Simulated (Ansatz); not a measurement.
Crystal: NiAu3.

```
Au Ni
1.0
     4.02817    0.00000    0.00000
     0.00000    4.02817    0.00000
     0.00000    0.00000    4.02817
Au Ni
3 1
Direct
  0.50000 0.50000 0.00000
  0.00000 0.50000 0.50000
  0.50000 0.00000 0.50000
  0.00000 0.00000 0.00000
```

The cell comes from a database or a generator and needn't be the stable form of this composition.

Base run:

- Program: Ansatz 0.2.0
- Functional: PBEsol
- Potentials or basis: all-electron LAPW, scalar-relativistic
- Cutoff: 237 eV (chosen from the basis error)
- Basis error allowed: 0.002 eV/atom
- k mesh: 7 × 7 × 7
- Occupations: fermi-dirac, width 0.05 eV
- Spin: collinear spin, ferromagnetic start
- Starting moments: [0.0, 0.0, 0.0, 1.0] μB

Its results: pressure -9.2 GPa; net moment 0.00 μB per cell.

Problem. The run is repeated on the same cell with these changes: functional from PBEsol to LDA. What comes out?

Solution. Pressure -13.9 GPa; net moment 0.00 μB per cell.

LDA binds more tightly than PBEsol, so the same cell stands under less pressure.

Caveats: the starting moments weren't kept.
